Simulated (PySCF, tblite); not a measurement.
# C₅H₇NSi: geometry, infrared bands and NMR shifts

Aim: predict the infrared bands and NMR shifts of C₅H₇NSi (`C#CC[Si@H](C)C#N`).

The runs use tblite 0.8.0 and PySCF 2.14.0, with density-fitted response routines of our own; the level of theory stands in each step. All values are computed, except where a source is named. Atoms are numbered from 0 throughout.

## (1) Starting geometry

14 atoms, charge 0, multiplicity 1; geometry from: force field or distance geometry start.

Bonds of the start (Å): C0–C1 1.23, C1–C2 1.46, C2–Si3 1.87, Si3–C4 1.86, Si3–C5 1.79, C5–N6 1.16, C0–H7 1.06, C2–H8 1.09, C2–H9 1.11, Si3–H10 1.50, C4–H11 1.12, C4–H12 1.11, C4–H13 1.13.

## (2) Relaxing the molecule with GFN2-xTB

What the job is given:

```
{"job": {"kind": "relax", "xc": "GFN2-xTB", "basis": "xTB"}, "charge": 0, "multiplicity": 1}
C      2.938100    -1.005200     0.399800
C      2.000500    -0.496500    -0.208900
C      0.888100     0.127600    -0.917300
Si    -0.513100     0.449900     0.279200
C     -1.917400    -0.743200     0.063300
C     -1.018500     2.169900     0.356800
N     -1.352900     3.275000     0.400700
H      3.749800    -1.430800     0.942000
H      0.613200    -0.548700    -1.730800
H      1.232200     1.106300    -1.298800
H      0.063900     0.134700     1.623400
H     -2.239200    -1.177400     1.042300
H     -2.801400    -0.245200    -0.378000
H     -1.644100    -1.616900    -0.595800
```

Command:

```sh
> OMP_NUM_THREADS=1 python probes_run.py task.json out
```

The driver reads the jobs from task.json and runs them one after another.

**Question.** This job is followed by: GFN2-xTB harmonic vibrations, gas phase; GIAO PBE0/pcSseg-1 NMR shielding, non-relativistic, gas phase. What will the session give for the following? strongest single infrared mode (GFN2-xTB); zero-point energy (GFN2-xTB); ¹³C shifts against TMS (PBE0/pcSseg-1); ¹H shifts against TMS (PBE0/pcSseg-1, means over atoms taken as alike); ²⁹Si shifts against TMS (PBE0/pcSseg-1); ¹⁵N shifts against NH3 (PBE0/pcSseg-1); surface potential, 1st and 99th percentile.

As calculated:

```
                                                              quantity                             value
                             strongest single infrared mode (GFN2-xTB)             2230 cm⁻¹, 296 km/mol
                                          zero-point energy (GFN2-xTB)                     62.0 kcal/mol
                                ¹³C shifts against TMS (PBE0/pcSseg-1)  125.7, 82.8, 75.5, 5.6, -5.2 ppm
¹H shifts against TMS (PBE0/pcSseg-1, means over atoms taken as alike)  4.57, 2.16, 2.02, 1.35, 0.59 ppm
                               ²⁹Si shifts against TMS (PBE0/pcSseg-1)                         -45.0 ppm
                                ¹⁵N shifts against NH3 (PBE0/pcSseg-1)                         363.2 ppm
                                 surface potential, 1st and 99th percentile                -1.65 V and 1.46 V
```

In words: The optimisation took 148 steps and gained 0.449 eV; among the close pairs (by a distance rule), Si3–C5 changed most, from 1.794 to 1.874 Å. All 36 modes are real, so the xTB geometry is a minimum. The strongest single mode, at 2230 cm⁻¹, moves mainly H10. GFN2-xTB is a fitted tight-binding method: band positions and strengths are rough. Its intensities can rank the bands wrongly. C5 (nitrile carbon) lies farthest downfield among carbon, at 125.7 ppm; C≡N carbons fall here, among the sp2 signals but without a proton. At PBE0/pcSseg-1: Shielding is most anisotropic at N6 (span 584 ppm, paramagnetic term -433 ppm). At PBE0/pcSseg-1, counted by nearest atom on the grid, the HOMO lies on C0 41 %; C1 30 %, the LUMO on C5 26 %; N6 26 %.
